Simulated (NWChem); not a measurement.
# One shape, several levels: triplet C4H12Ge

Wanted: a comparison of 3 runs (UPBE0/6-31G*, UB3LYP/6-31G*, UM06-2X/6-31G*) of triplet C4H12Ge. 

The calculation is run with NWChem 7.3.0.

3 further runs of the same task are left out: 2 that didn't finish, 1 set aside as unsound or not needed.

**1. Starting point**

The species is C4H12Ge (17 atoms), meant as a triplet with charge 0. As SMILES of the parent species, `CC(C)C[GeH3]`. The coordinates come from a PBE0-D4/def2-TZVP relaxation. This is one conformer, not always the lowest. That shape belongs to the parent species and isn't relaxed for this state.

Bond lengths: C1–C2 1.522 Å, C2–C3 1.523 Å, C2–C4 1.528 Å, C4–Ge5 1.962 Å, C1–H6 1.093 Å, C1–H7 1.093 Å, C1–H8 1.095 Å, C2–H9 1.098 Å, C3–H10 1.095 Å, C3–H11 1.093 Å, C3–H12 1.093 Å, C4–H13 1.094 Å, C4–H14 1.096 Å, Ge5–H15 1.540 Å, Ge5–H16 1.540 Å, Ge5–H17 1.542 Å. Some angles: C1–C2–C3 110.6°, C1–C2–C4 112.0°, C3–C2–C4 110.5°, C2–C4–Ge5 115.3°, C1–C2–H9 107.9°, C3–C2–H9 107.8°, C4–C2–H9 108.0°, C2–C1–H6 112.1°, C2–C1–H7 111.0°, C2–C1–H8 110.6°.

**2. A single-point energy at UPBE0/6-31G(d) (spherical functions) (run 1)**

File c4h12ge.nw:

```
start c4h12ge
title "C4H12Ge PBE0"
memory 2200 mb
geometry units angstrom noautosym nocenter noautoz
  C       -1.065300       0.017030       1.152400
  C        0.340480      -0.122320       0.586260
  C        1.025400      -1.359130       1.152850
  C        0.339950      -0.164700      -0.940670
  Ge      -0.357840       1.442150      -1.825170
  H       -1.552680       0.937300       0.820530
  H       -1.049160       0.026690       2.244940
  H       -1.693240      -0.822160       0.835830
  H        0.919680       0.755880       0.900570
  H        0.479460      -2.264940       0.870230
  H        2.047150      -1.455690       0.777150
  H        1.069230      -1.323890       2.244770
  H        1.359330      -0.310640      -1.311300
  H       -0.243350      -1.023440      -1.291830
  H        0.040890       1.437230      -3.312590
  H       -1.892890       1.528870      -1.742710
  H        0.232900       2.701760      -1.161270
end
basis spherical bse
  * library 6-31G*
end
dft
  xc pbe0
  mult 3
  grid fine
  convergence energy 1e-08
  maxiter 100
  mulliken
  print low
end
task dft energy
```

Command:

```sh
$ nwchem c4h12ge.nw > c4h12ge.out
```

The program printed:

```text
[...]
 d= 0,ls=0.0,diis     1  -2235.5524979121 -2.59D+03  9.04D-03  1.01D-01    19.1
[...]
 d= 0,ls=0.0,diis    13  -2235.6153815618 -5.51D-09  2.66D-06  2.18D-10   266.3
[...]
         Total DFT energy =    -2235.615381561808
      One electron energy =    -3816.695071869270
           Coulomb energy =     1328.170652903367
    Exchange-Corr. energy =     -104.698701460577
 Nuclear repulsion energy =      357.607738864672
[...]
      Total Density - Mulliken Population Analysis
     ---------------------------------------------
    Atom       Charge   Shell Charges
 -----------   ------   -------------------------------------------------------
    1 C    6     6.52   2.00  0.66  2.11  0.67  1.05  0.03
    2 C    6     6.17   2.00  0.66  2.06  0.58  0.83  0.05
    3 C    6     6.52   2.00  0.66  2.10  0.67  1.05  0.04
    4 C    6     6.24   2.00  0.72  1.99  0.59  0.91  0.03
    5 Ge  32    32.66   2.00  2.00  6.00  2.00  5.99  1.31  2.15  0.12  0.91  6.86  2.93  0.41
    6 H    1     0.78   0.52  0.27
    7 H    1     0.82   0.52  0.30
    8 H    1     0.82   0.52  0.30
    9 H    1     0.80   0.52  0.28
   10 H    1     0.81   0.52  0.29
[...]
      <S2> =      2.0033 (Exact =     2.0000)
[...]
```

It took 4.5 min on 1 thread of Intel Xeon at 2.50GHz (Skylake/Cascade Lake), shared host; peak memory 0.13 GiB.

**3. A single-point energy at UB3LYP/6-31G(d) (spherical functions) (run 2)**

File c4h12ge.nw:

```
start c4h12ge
memory 2200 mb
geometry noautosym nocenter noautoz
   C    -1.065300    0.017030    1.152400
   C     0.340480   -0.122320    0.586260
   C     1.025400   -1.359130    1.152850
   C     0.339950   -0.164700   -0.940670
   Ge   -0.357840    1.442150   -1.825170
   H    -1.552680    0.937300    0.820530
   H    -1.049160    0.026690    2.244940
   H    -1.693240   -0.822160    0.835830
   H     0.919680    0.755880    0.900570
   H     0.479460   -2.264940    0.870230
   H     2.047150   -1.455690    0.777150
   H     1.069230   -1.323890    2.244770
   H     1.359330   -0.310640   -1.311300
   H    -0.243350   -1.023440   -1.291830
   H     0.040890    1.437230   -3.312590
   H    -1.892890    1.528870   -1.742710
   H     0.232900    2.701760   -1.161270
end
basis spherical bse
   * library 6-31G*
end
dft
   xc b3lyp
   mult 3
   grid fine
   convergence energy 1e-08
   maxiter 100
   mulliken
end
task dft energy
```

Command:

```sh
$ nwchem c4h12ge.nw > c4h12ge.out
```

The program printed:

```text
[...]
          Wavefunction type:  spin polarized.
          No. of atoms     :    17
          No. of electrons :    68
[...]
          Charge           :     0
          Spin multiplicity:     3
[...]
          AO basis - number of functions:   112
[...]
              XC Information
              --------------
                         B3LYP Method XC Potential
                     Hartree-Fock (Exact) Exchange  0.200
                        Slater Exchange Functional  0.800 local
                    Becke 1988 Exchange Functional  0.720 non-local
              Lee-Yang-Parr Correlation Functional  0.810
                  VWN I RPA Correlation Functional  0.190 local
[...]
 d= 0,ls=0.0,diis     1  -2236.0581817270 -2.59D+03  9.55D-03  1.26D-01    26.6
[...]
 d= 0,ls=0.0,diis    13  -2236.1301931770 -5.60D-09  2.61D-06  3.52D-10   316.8
[...]
         Total DFT energy =    -2236.130193177030
      One electron energy =    -3816.418388276953
           Coulomb energy =     1327.905167434371
    Exchange-Corr. energy =     -105.224711199119
 Nuclear repulsion energy =      357.607738864672
[...]
      Total Density - Mulliken Population Analysis
     ---------------------------------------------
    Atom       Charge   Shell Charges
 -----------   ------   -------------------------------------------------------
    1 C    6     6.45   2.00  0.67  2.13  0.63  0.99  0.03
    2 C    6     6.09   2.00  0.67  2.09  0.54  0.75  0.05
    3 C    6     6.44   2.00  0.68  2.12  0.63  0.98  0.04
    4 C    6     6.17   2.00  0.73  2.01  0.55  0.85  0.03
    5 Ge  32    32.63   2.00  2.00  6.00  2.00  5.99  1.34  2.12  0.10  0.89  6.85  2.94  0.40
    6 H    1     0.81   0.53  0.29
    7 H    1     0.85   0.53  0.33
    8 H    1     0.85   0.53  0.32
    9 H    1     0.84   0.53  0.31
   10 H    1     0.84   0.53  0.31
[...]
      <S2> =      2.0026 (Exact =     2.0000)
[...]
```

Wall time 5.3 min (1 thread of Intel Xeon at 2.50GHz (Skylake/Cascade Lake), shared host); peak memory 0.13 GiB.

**4. A single-point energy at UM06-2X/6-31G(d) (spherical functions) (run 3)**

File geom.nw:

```
START geom
TITLE "C4H12Ge"
memory total 2200 mb

GEOMETRY units angstroms noautosym nocenter noautoz
  C     -1.065300     0.017030     1.152400
  C      0.340480    -0.122320     0.586260
  C      1.025400    -1.359130     1.152850
  C      0.339950    -0.164700    -0.940670
  Ge    -0.357840     1.442150    -1.825170
  H     -1.552680     0.937300     0.820530
  H     -1.049160     0.026690     2.244940
  H     -1.693240    -0.822160     0.835830
  H      0.919680     0.755880     0.900570
  H      0.479460    -2.264940     0.870230
  H      2.047150    -1.455690     0.777150
  H      1.069230    -1.323890     2.244770
  H      1.359330    -0.310640    -1.311300
  H     -0.243350    -1.023440    -1.291830
  H      0.040890     1.437230    -3.312590
  H     -1.892890     1.528870    -1.742710
  H      0.232900     2.701760    -1.161270
END

BASIS "ao basis" spherical bse
  * library 6-31G*
END

DFT
  xc m06-2x
  mult 3
  grid fine
  convergence energy 1e-08
  maxiter 100
  mulliken
  print medium
END

TASK dft energy
```

Command:

```sh
$ nwchem geom.nw > geom.out
```

The program printed:

```text
[...]
          Wavefunction type:  spin polarized.
          No. of atoms     :    17
          No. of electrons :    68
[...]
          Charge           :     0
          Spin multiplicity:     3
[...]
          AO basis - number of functions:   112
[...]
              XC Information
              --------------
                       M06-2X Method XC Functional
                     Hartree-Fock (Exact) Exchange  0.540
                        M06-2X Exchange Functional  1.000
                      M06-2X Correlation Potential  1.000
[...]
 d= 0,ls=0.0,diis     1  -2235.9126991251 -2.59D+03  8.43D-03  9.08D-02    31.6
[...]
 d= 0,ls=0.0,diis    15  -2235.9708546075 -5.02D-09  3.62D-06  1.30D-10   371.2
[...]
         Total DFT energy =    -2235.970854607502
      One electron energy =    -3816.792004672458
           Coulomb energy =     1328.337118006943
    Exchange-Corr. energy =     -105.123706806660
 Nuclear repulsion energy =      357.607738864672
[...]
      Total Density - Mulliken Population Analysis
     ---------------------------------------------
    Atom       Charge   Shell Charges
 -----------   ------   -------------------------------------------------------
    1 C    6     6.48   2.00  0.65  2.11  0.65  1.04  0.03
    2 C    6     6.15   2.00  0.65  2.06  0.56  0.83  0.04
    3 C    6     6.48   2.00  0.66  2.10  0.65  1.04  0.03
    4 C    6     6.23   2.00  0.73  1.98  0.58  0.91  0.03
    5 Ge  32    32.57   2.00  2.00  6.00  2.00  5.99  1.18  2.04  0.19  0.96  6.91  2.92  0.37
    6 H    1     0.80   0.52  0.28
    7 H    1     0.83   0.52  0.31
    8 H    1     0.84   0.52  0.32
    9 H    1     0.81   0.52  0.29
   10 H    1     0.82   0.52  0.31
[...]
      <S2> =      2.0049 (Exact =     2.0000)
[...]
```

Run time: 6.2 min. Hardware: 1 thread of Intel Xeon at 2.50GHz (Skylake/Cascade Lake), shared host; peak memory 0.13 GiB.

**5. Overview of the runs**

| run | level | energy (Eh) | ⟨S²⟩ | wall time |
| --- | --- | --- | --- | --- |
| 1 | UPBE0/6-31G* (spherical functions) | -2235.615382 | 2.003 | 4.5 min |
| 2 | UB3LYP/6-31G* (spherical functions) | -2236.130193 | 2.003 | 5.3 min |
| 3 | UM06-2X/6-31G* (spherical functions) | -2235.970855 | 2.005 | 6.2 min |

**6. Summary of results**

```
                                 quantity           value
                      run 3: total energy  -2235.97085 Eh
                     run 3: dipole moment          4.83 D
run 3: HOMO energy (highest over α and β)        -1.76 eV
                              run 3: ⟨S²⟩           2.005
```

**Reading.** Totals of different functionals can't be ranked against each other. All runs together took 16 min, the longest 6.2 min.
